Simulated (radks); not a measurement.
**Excited configurations of Pr**

An exercise on one series of results from a longer session: the logs are not shown, and one member is left open.

Program: radks (a radial shooting solver on a logarithmic mesh, Libxc functionals) version 1. Level of theory: scalar-relativistic Kohn-Sham, PBE, spin-polarised, spherical densities, finite nucleus; open shells are filled with parallel spins first. These are calculated values, not measurements, unless marked.

1 further run of the same task is left out (it didn't finish).

### Starting point

* element: praseodymium (Z = 59)
* charge: 0
* electrons: 59
* configuration: [Xe] 4f3 6s2
* nuclear rms radius: 4.8919 fm

The outer shells:

Pr
```
[Xe] core
4f [↑ ][↑ ][↑ ][  ][  ][  ][  ]
6s [↑↓]
```

The first run:

The run's settings:

```text
Z 59
configuration [Xe] 4f3 6s2
relativity scalar-relativistic
functional pbe,pbe
spin polarised
nucleus finite rms 4.8919 fm
c 137.035999084
```

Steps of the session up to this table: Ground configuration: [Xe] 4f3 6s2.

One of the session's tables, all rows but one given; the rest of the session is left out.

It belongs to the step «Ground configuration: [Xe] 4f3 6s2». Radial moments (bohr):

```
  level    <r>  outermost maximum (interpolated)  90 % within  nodes
  5s up  1.504                              1.35         2.16      4
5s down  1.516                              1.36         2.18      4
  5p up  1.759                              1.53         2.58      3
5p down      ?                                 ?            ?      ?
  6s up  4.467                              3.83         6.57      5
6s down  4.561                              3.92         6.71      5
  4f up  1.180                             0.693         2.10      0
4f down  1.342                             0.694         2.46      0
```

Estimate the missing values for 5p down.

**Answer.** <r>: 1.781; outermost maximum (interpolated): 1.54; 90 % within: 2.62; nodes: 3. In the column «<r>» it lies between 5p up (1.759) and 6s up (4.467).

Limits of these values: Open shells are spherical and high-spin; term and fine-structure splittings are not resolved.
